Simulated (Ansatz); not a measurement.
**AlCl2H3OSi: how energies converge with the basis set**

Aim: see how fast density functionals converge with the basis set for AlCl2H3OSi.

Method: one geometry, several basis sets; program: Ansatz 0.2.0, Gaussian basis.

Levels to be run: PBE0-D4/def2-SVP; ωB97M-V/def2-SVP; PBE0-D4/def2-QZVPP; ωB97M-V/def2-QZVPP; the functionals' def2-TZVPP values are taken from earlier runs.

### Step 1. The geometry

The geometry comes from an earlier relaxation with PBE0-D4 in a triple-zeta def2 set; it is a stationary point, not always the lowest conformer.

SMILES `[OH][Al]([Cl])[SiH2]Cl`, 8 atoms, charge 0, spin multiplicity 1.

Atoms are counted from 1 here; the program's logs count them from 0.

Bond lengths: O1–Al2 1.685 Å, O1–H6 0.956 Å, Al2–Cl3 2.095 Å, Al2–Si4 2.440 Å, Si4–Cl5 2.066 Å, Si4–H7 1.486 Å, Si4–H8 1.486 Å. Angles: Al2–O1–H6 125.2°, O1–Al2–Cl3 120.5°, O1–Al2–Si4 117.7°, Cl3–Al2–Si4 121.8°, Al2–Si4–Cl5 109.2°, Al2–Si4–H7 112.2°, Al2–Si4–H8 112.2°, Cl5–Si4–H7 107.6°, Cl5–Si4–H8 107.6°, H7–Si4–H8 107.9°.

### Step 2. PBE0-D4 in def2-SVP

in.yaml reads:

```yaml
crystal:
  periodic: [false, false, false]
  atoms:
    - {symbol: O, position_ang: [-1.394577, 1.028553, 1.431371]}
    - {symbol: Al, position_ang: [0.099496, 0.556791, 0.810075]}
    - {symbol: Cl, position_ang: [1.877369, 1.155284, 1.743822]}
    - {symbol: Si, position_ang: [0.104938, -0.833858, -1.194481]}
    - {symbol: Cl, position_ang: [2.057519, -1.245417, -1.729288]}
    - {symbol: H, position_ang: [-1.521675, 1.570943, 2.208746]}
    - {symbol: H, position_ang: [-0.544784, -0.157487, -2.347702]}
    - {symbol: H, position_ang: [-0.586187, -2.132009, -0.978341]}
basis:
  gaussian: {orbitals: def2-SVP}
hamiltonian: {xc: pbe0, dispersion: d4}
output: {orbitals: {seedname: orbitals}}
```

The run is started by

```console
ansatz run in.yaml --threads 4 --pin off --events-out ev --progress --plain --max-ram 10444MiB
```

The runs that follow: ωB97M-V in def2-SVP; PBE0-D4 in def2-QZVPP; ωB97M-V in def2-QZVPP.

Before running them: what should the planned runs give, taken together? Wanted: PBE0-D4: double and triple zeta above quadruple; ωB97M-V: double and triple zeta above quadruple.

As calculated:

```
                                       quantity           value
PBE0-D4: double and triple zeta above quadruple  17.81, 1.33 eV
ωB97M-V: double and triple zeta above quadruple  17.70, 1.27 eV
```

**Reading.** For PBE0-D4 the step from double to triple zeta gains 16.48 eV and the next only 1.33 eV. Total energies overstate the basis error of differences, where much of it tends to cancel.
